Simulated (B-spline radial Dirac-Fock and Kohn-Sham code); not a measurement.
**Hf⁶⁷⁺: core levels and X-ray properties**

What does theory give for Hf⁶⁷⁺? The session works out its X-ray form factor and Compton profile and the binding energy of each subshell.

Program: B-spline radial Dirac-Fock and Kohn-Sham code, version 2. Model: a free atom or ion on a radial basis; each step names its model. All values are calculated, but those marked as tabulated.

### 1 The system

Hf⁶⁷⁺ in the configuration 1s2 2s2 2p1.

- nuclear charge: 72
- electrons: 5
- mass number: 180
- nuclear rms radius: 5.347 fm

### 2 Scattering by the electron cloud

Model: Dirac-Fock average of configuration, finite nucleus; form factor of the spherical density, Waller-Hartree incoherent function, impulse-approximation Compton profiles.

Settings, as recorded:

```ini
task = scatter
Z = 72
charge = 67
configuration = 1s2 2s2 2p1
mass_number = 180
rms_radius = 5.347  # fm
s = [0.0, 0.04, 0.05, 0.07, 0.09, 0.11, 0.14, 0.19, 0.24, 0.31, 0.39, 0.5, 0.65, 0.83, 1.07, 1.37, 1.76, 2.26, 2.9, 3.73, 4.78, 6.14, 7.89]  # 1/A
pz = [0, 0.1, 0.2, 0.3, 0.4, 0.5, 0.6, 0.8, 1.0, 1.2, 1.4, 1.6, 1.8, 2.0, 2.5, 3.0, 4.0, 5.0, 7.0, 10.0, 15.0, 20.0, 30.0, 40.0, 60.0, 100.0]  # a.u.
photon_energy = [1000, 2000, 8047.8, 10000, 20000, 100000, 200000, 500000]  # eV
```

From the run's result record (rounded, not every field):

```text
{
  "status": "converged",
  "form_factor [e]": [5.0, 4.9998, 4.9996, 4.9993, 4.9988, 4.9982, 4.997, 4.9946, 4.9913, 4.9855, 4.9771, 4.9625, 4.9368, 4.8977, 4.8318, 4.7291, 4.5656, 4.3165, 3.9551, 3.4624, 2.8783, 2.2785, 1.7879],
  "incoherent": [8.8702e-12, 0.00040405, 0.0006313, 0.0012372, 0.0020449, 0.0030543, 0.0049458, 0.009103, 0.014511, 0.024171, 0.038166, 0.062474, 0.10482, 0.16902, 0.27563, 0.43849, 0.68907, 1.051, 1.5333, 2.1108, 2.6818, 3.1588, 3.5151],
  "compton_total [1/a.u.]": [0.11014, 0.11014, 0.11012, 0.11011, 0.11008, 0.11005, 0.11, 0.1099, 0.10976, 0.1096, 0.10941, 0.10918, 0.10893, 0.10865, 0.10782, 0.10683, 0.10435, 0.10128, 0.093724, 0.080225, 0.057643, 0.040339, 0.022499, 0.015052, 0.0073511, 0.001799],
  "shells": ["1s1/2", "2s1/2", "2p1/2", "2p3/2"],
  "occupation": [2.0, 2.0, 0.33333, 0.66667],
  "mean_momentum [a.u.]": [74.237, 27.852, 36.482, 32.748],
  "r2 [bohr^2]": 0.020498,
  "r_inverse [1/bohr]": 229.52,
  "r1 [bohr]": 0.25873,
  "coherent [b]": [16.628, 16.618, 16.422, 16.31, 15.412, 5.8084, 2.5215, 0.61306],
  "incoherent_cross_section [b]": [0.00054338, 0.0021605, 0.033484, 0.050837, 0.183, 1.203, 1.3882, 1.2628],
  "radial_jk": {
    "2p": {"j0": [1.0, 0.99993, 0.9999, 0.9998, 0.99967, 0.9995, 0.9992, 0.99852, 0.99764, 0.99606, 0.99378, 0.98979, 0.98282, 0.97217, 0.95424, 0.92626, 0.88169, 0.81359, 0.71447, 0.57853, 0.41585, 0.24679, 0.10887], "j2": [0.0, 2.6283e-05, 4.1066e-05, 8.0483e-05, 0.00013303, 0.00019869, 0.00032177, 0.00059231, 0.00094438, 0.0015735, 0.0024857, 0.0040721, 0.0068415, 0.011055, 0.018091, 0.028935, 0.045847, 0.070761, 0.10479, 0.14622, 0.18507, 0.20563, 0.1917], "r2": 0.0055725, "r4": 6.0252e-05, "r6": 1.067e-06}
  }
}
```

Form factor and incoherent function, every second point:

```
s (1/Å)  f (e)  f / N       S(s)
      0  5.000  1.000          0
 0.0500  5.000  1.000  6.313e-04
 0.0900  4.999  1.000   0.002045
  0.140  4.997  0.999   0.004946
  0.240  4.991  0.998    0.01451
  0.390  4.977  0.995    0.03817
  0.650  4.937  0.987     0.1048
   1.07  4.832  0.966     0.2756
   1.76  4.566  0.913     0.6891
   2.90  3.955  0.791      1.533
   4.78  2.878  0.576      2.682
   7.89  1.788  0.358      3.515
```

### 3 Hole states by ΔSCF

Model: Dirac-Fock average of configuration, Delta-SCF, finite nucleus, first-order Breit with its frequency dependence, self-energy and vacuum polarisation.

Recorded inputs:

```ini
task = binding
```

From the run's result record (rounded, not every field):

```text
{
  "status": "converged",
  "shells": ["K", "L1", "L2,3"],
  "total_energy_parts [Ha]": [-7518.53521, 7.59616176, -0.320059427, -0.0306199588, 11.8195195, -2.14021738],
  "koopmans [eV]": [73468.5, 17903.9, 16833.6],
  "dirac_coulomb [eV]": [73459.8, 17903.1, 16832.8],
  "gaunt [eV]": [-172.255, -20.2351, -24.459],
  "retardation [eV]": [4.21022, 1.89635, 4.7448],
  "breit_frequency [eV]": [0.399095, -0.208168, 1.22843],
  "self_energy [eV]": [-135.637, -21.1344, -1.56154],
  "vacuum_polarisation [eV]": [24.9102, 3.60898, 0.0140946],
  "binding [eV]": [73181.4, 17867.1, 16812.8],
  "mean_radius [bohr]": [0.0189054, 0.0766374, 0.0699627]
}
```

total_energy_parts: Dirac-Coulomb, Gaunt, retardation, frequency dependence, self-energy, vacuum polarisation. 

Each level as Koopmans' value plus corrections (eV):

```
level       -ε  relaxation    Breit      QED  binding
   1s  73468.5       -8.76  -167.65  -110.73  73181.4
   2s  17903.9       -0.73   -18.55   -17.53  17867.1
   2p  16833.6       -0.79   -18.49    -1.55  16812.8
```

### 4 Summary of results

| quantity | value |
| --- | --- |
| rms radius of the electron cloud | 0.0640 bohr |
| form factor halves at | 5.6 1/Å |
| Compton profile at zero | 0.1101 1/a.u. |
| deepest level listed, K (1s) | 73181.4 eV |
| least bound, L2,3 (2p) | 16812.8 eV |
| ionisation energy, NIST (theoretical) | 17680.0 eV |

In words: The form factor starts at the 5 electrons and halves by s = 5.6 1/Å. Incoherent scattering outweighs coherent from 500 keV on, among the energies asked. The K (1s) level lies 8.76 eV under Koopmans' value by relaxation alone; Breit gives -167.65 and QED -110.73 eV. NIST's ionisation energy differs by +867.23 eV from the least binding energy; the calculation averages open shells over their j components and terms. The Hartree-Fock and Dirac-Fock values hold no electron correlation.
